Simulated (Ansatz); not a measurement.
# C2H9GeOSi (charge -1), SMILES C[CH2][GeH-][O][SiH3]: a single point from an input written key by key

Computed with Ansatz 0.2.0, Python API.

Contents of `input.yaml`:
```yaml
crystal:
  periodic: [false, false, false]
  atoms:
    - { symbol: C, position_ang: [2.2461, -0.7872, 0.1797] }
    - { symbol: C, position_ang: [0.755, -0.8037, 0.4802] }
    - { symbol: Ge, position_ang: [0.0144, 0.9946, 0.3457] }
    - { symbol: O, position_ang: [-1.7405, 0.9457, 0.6951] }
    - { symbol: Si, position_ang: [-2.4938, 0.7342, -0.8346] }
    - { symbol: H, position_ang: [2.6531, -1.8171, 0.2596] }
    - { symbol: H, position_ang: [2.4252, -0.4112, -0.8499] }
    - { symbol: H, position_ang: [2.7764, -0.1362, 0.9068] }
    - { symbol: H, position_ang: [0.5841, -1.1893, 1.5073] }
    - { symbol: H, position_ang: [0.2349, -1.4649, -0.2444] }
    - { symbol: H, position_ang: [0.719, 1.9169, 1.3726] }
    - { symbol: H, position_ang: [-2.056, -0.5312, -1.4454] }
    - { symbol: H, position_ang: [-3.9517, 0.6877, -0.6506] }
    - { symbol: H, position_ang: [-2.1665, 1.8618, -1.722] }
total_charge: -1
basis:
  gaussian: { orbitals: def2-SVP }
hamiltonian:
  xc: b3lyp
```

At the Python prompt:
```pycon
>>> import ansatz as az
>>> session = az.Session.from_deck('input.yaml')
>>> data = session.plan(threads=1).execute().report
>>> print(f'E = {data["free_energy_ev"]:.6f} eV = {data["free_energy_ev"] / 27.211386246:.7f} Ha')
E = -68653.646616 eV = -2522.9749780 Ha
>>> print('converged:', data['converged'], ' doubts:', data['published_state_doubts'] or 'none')
converged: True  doubts: none
>>> symbols = ['C', 'C', 'Ge', 'O', 'Si', 'H', 'H', 'H', 'H', 'H', 'H', 'H', 'H', 'H']
>>> field = data['mean_field']
>>> print('<S^2> =', round(abs(field['state']['spin_squared']), 4), ' all-electron relativity setting:', field['relativity'])
<S^2> = 0.0  all-electron relativity setting: none
>>> print('passes:', field['passes'])
passes: {'evaluations': 16, 'products': 12}
>>> if 'symmetry' in field:
...     print('occupied orbitals by irrep:', field['symmetry']['occupied'])
...
occupied orbitals by irrep: [{'A': 38}, {'A': 38}]
```

Caveats:
- Total energies depend on the basis set; only differences at equal settings carry meaning.
- The geometry is a force-field or estimated start, not a minimum of this method, and the basis set is short of its limit.
- Anions want diffuse functions, which this basis lacks.
- Timing: 6.5 s on 1 thread of Arm Neoverse V2, with other jobs on the host, peak memory 0.38 GiB.
